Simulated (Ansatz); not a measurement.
# FH₃HfSe₃: vertical ionisation energy

The task here is to estimate one member of a computed series from the others.

The runs use Ansatz 0.2.0, Gaussian basis; unrestricted cation, the program's frozen cores in correlated methods.

Plan: UKS PBE-D4/def2-TZVPP; UKS r2SCAN-D4/def2-TZVPP; UKS PBE0-D4/def2-TZVPP; UKS B3LYP-D4/def2-TZVPP; UKS wB97X-V/def2-TZVPP; UKS wB97M-V/def2-TZVPP; UKS B2PLYP/def2-TZVPP; UHF-CCSD(T)/def2-TZVPP; UHF-MP2/def2-QZVPP; extrapolation to the limit; then −ε(HOMO) from the neutral's earlier runs with LDA (SPW92), PBE-D4, revPBE-D4, BLYP-D4, r2SCAN-D4, B97M-V, PBE0-D4, B3LYP-D4, r2SCANh-D4, r2SCAN0-D4, HSE06-D4, BHLYP-D4, CAM-B3LYP-D4, LC-ωPBE, ωB97X-V, ωB97M-V.

### The relaxed structure

All runs share one geometry, relaxed beforehand with PBE0-D4 in a triple-zeta def2 set. Hf takes the def2 core potential; no spin-orbit term is included.

SMILES `[F][Hf]([SeH])([SeH])[SeH]`, 8 atoms, charge 0, spin multiplicity 1.

Atoms are counted from 1 here; the program's logs count them from 0.

Bond lengths: F1–Hf2 1.881 Å, Hf2–Se3 2.568 Å, Hf2–Se4 2.568 Å, Hf2–Se5 2.568 Å, Se3–H6 1.474 Å, Se4–H7 1.474 Å, Se5–H8 1.474 Å. Angles: F1–Hf2–Se3 109.5°, F1–Hf2–Se4 109.5°, F1–Hf2–Se5 109.5°, Se3–Hf2–Se4 109.5°, Se3–Hf2–Se5 109.5°, Se4–Hf2–Se5 109.4°, Hf2–Se3–H6 86.7°, Hf2–Se4–H7 86.7°, Hf2–Se5–H8 86.7°.

Set-up of the first run:

in.yaml

```yaml
crystal:
  periodic: [false, false, false]
  atoms:
    - {symbol: F, position_ang: [-0.822615, -2.567425, -0.061450]}
    - {symbol: Hf, position_ang: [-0.239990, -0.779419, -0.023613]}
    - {symbol: Se, position_ang: [-0.848818, 0.366255, -2.239361]}
    - {symbol: Se, position_ang: [-1.381027, 0.452601, 1.918853]}
    - {symbol: Se, position_ang: [2.306295, -0.715158, 0.301231]}
    - {symbol: H, position_ang: [0.432628, 1.084703, -2.122488]}
    - {symbol: H, position_ang: [-1.438981, 1.626233, 1.029416]}
    - {symbol: H, position_ang: [2.084607, 0.475010, 1.141610]}
basis:
  gaussian: {orbitals: def2-TZVPP}
total_charge: 1
magnetization: {spin_polarized: true, initial_magnetization: 1}
hamiltonian: {xc: pbe, dispersion: d4}
```

Command:

```
$ ansatz run in.yaml --threads 2 --pin off --events-out ev --progress --plain --max-ram 32768MiB --backend cuda --devices 0, --max-vram 18GiB
```

Among the steps run: Cation, UKS PBE-D4/def2-TZVPP; Cation, UKS r2SCAN-D4/def2-TZVPP; Cation, UKS PBE0-D4/def2-TZVPP; Cation, UKS B3LYP-D4/def2-TZVPP; Cation, UKS wB97X-V/def2-TZVPP; Cation, UKS wB97M-V/def2-TZVPP; Cation, UKS B2PLYP (frozen core)/def2-TZVPP; Cation, UHF-CCSD(T)/def2-TZVPP; Cation, UHF-MP2/def2-QZVPP.

One of the session's tables, all rows but one given; the rest of the session is left out.

Orbital estimates, from the neutral's runs:

```
  functional  −ε(HOMO) (eV)
 LDA (SPW92)           6.46
      PBE-D4           6.28
   revPBE-D4           6.21
     BLYP-D4           6.09
   r2SCAN-D4           6.57
      B97M-V           6.58
     PBE0-D4           7.38
    B3LYP-D4           7.13
  r2SCANh-D4           6.97
  r2SCAN0-D4              ?
    HSE06-D4           6.99
    BHLYP-D4           8.31
CAM-B3LYP-D4           8.59
     LC-ωPBE           9.93
     ωB97X-V           9.58
     ωB97M-V           9.44
```

**Question.** Estimate the row for r2SCAN0-D4.

Worked estimate for «−ε(HOMO) (eV)». Against the share of exact exchange, r2SCAN-D4 (0, 6.57), r2SCANh-D4 (0.1, 6.97) give a slope of 4.00 per unit share; at 0.25 the line stands at 7.57.

**Answer.** −ε(HOMO) (eV): 7.58. In «−ε(HOMO) (eV)» the line misses by -0.01.
